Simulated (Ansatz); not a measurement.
# C₃H₅FO₂Zr: one species, many methods

One table from this session's results is given with a row withheld; the runs are named, their logs left out.

Program: Ansatz 0.2.0, Gaussian basis. Level of theory: functionals in def2-TZVPP, the program's frozen cores in correlated methods. These are calculated values, not measurements.

The runs, in order: PBE-D4, r2SCAN-D4, PBE0-D4, B3LYP-D4, ωB97X-V, ωB97M-V, B2PLYP; CCSD(T)/def2-TZVPP; MP2/def2-QZVPP; extrapolation to the limit.

### The geometry

An earlier PBE0-D4 in a triple-zeta def2 set relaxation fixed the geometry. Zr takes the def2 core potential; no spin-orbit term is included.

SMILES `C#[C][Zr]([OH])([F])[O]C`, 12 atoms, charge 0, spin multiplicity 1.

Atoms are counted from 1 here; the program's logs count them from 0.

Bond lengths: C1–C2 1.215 Å, C1–H8 1.067 Å, C2–Zr3 2.206 Å, Zr3–O4 1.911 Å, Zr3–F5 1.913 Å, Zr3–O6 1.896 Å, O4–H9 0.953 Å, O6–C7 1.392 Å, C7–H10 1.094 Å, C7–H11 1.094 Å, C7–H12 1.094 Å. Angles: C2–C1–H8 179.9°, C1–C2–Zr3 178.8°, C2–Zr3–O4 108.7°, C2–Zr3–F5 110.1°, C2–Zr3–O6 106.7°, O4–Zr3–F5 110.3°, O4–Zr3–O6 111.7°, F5–Zr3–O6 109.3°, Zr3–O4–H9 166.0°, Zr3–O6–C7 175.2°, O6–C7–H10 110.4°, O6–C7–H11 110.0°, O6–C7–H12 110.5°, H10–C7–H11 108.6°, H10–C7–H12 108.7°, H11–C7–H12 108.6°.

The first run:

Contents of in.yaml:

```yaml
crystal:
  periodic: [false, false, false]
  atoms:
    - {symbol: C, position_ang: [-1.425251, -1.402619, -2.707333]}
    - {symbol: C, position_ang: [-1.137913, -1.135889, -1.557122]}
    - {symbol: Zr, position_ang: [-0.660575, -0.656698, 0.542821]}
    - {symbol: O, position_ang: [0.296869, -2.125570, 1.302814]}
    - {symbol: F, position_ang: [-2.269030, -0.331954, 1.526118]}
    - {symbol: O, position_ang: [0.386542, 0.923241, 0.515758]}
    - {symbol: C, position_ang: [1.218911, 2.037180, 0.580832]}
    - {symbol: H, position_ang: [-1.678681, -1.637463, -3.716875]}
    - {symbol: H, position_ang: [0.934337, -2.694422, 1.724326]}
    - {symbol: H, position_ang: [0.801462, 2.784906, 1.261862]}
    - {symbol: H, position_ang: [1.319886, 2.486342, -0.411440]}
    - {symbol: H, position_ang: [2.213444, 1.752937, 0.938240]}
basis:
  gaussian: {orbitals: def2-TZVPP}
hamiltonian: {xc: pbe, dispersion: d4}
output: {forces: true, orbitals: {seedname: orbitals}}
```

The run is started by

```bash
ansatz run in.yaml --threads 2 --pin off --events-out ev --progress --plain --max-ram 22528MiB --backend cuda --devices 0, --max-vram 18GiB
```

Steps of the session up to this table: PBE-D4 (GGA); r2SCAN-D4 (meta-GGA); PBE0-D4 (hybrid); B3LYP-D4 (hybrid); ωB97X-V (range-separated); ωB97M-V (range-separated); B2PLYP (double hybrid).

One of the session's tables, all rows but one given; the rest of the session is left out.

It belongs to the step «Frontier levels by functional». 

```
functional  HOMO (eV)  gap (eV)
    PBE-D4      -6.61      4.75
 r2SCAN-D4          ?         ?
   PBE0-D4      -7.85      6.81
  B3LYP-D4      -7.59      6.33
   ωB97X-V     -10.20     11.31
   ωB97M-V     -10.09     10.77
```

**Question.** Estimate the row for r2SCAN-D4.

**Answer.** HOMO (eV): -6.87; gap (eV): 5.17. In the column «HOMO (eV)» it lies between B3LYP-D4 (-7.59) and PBE-D4 (-6.61).
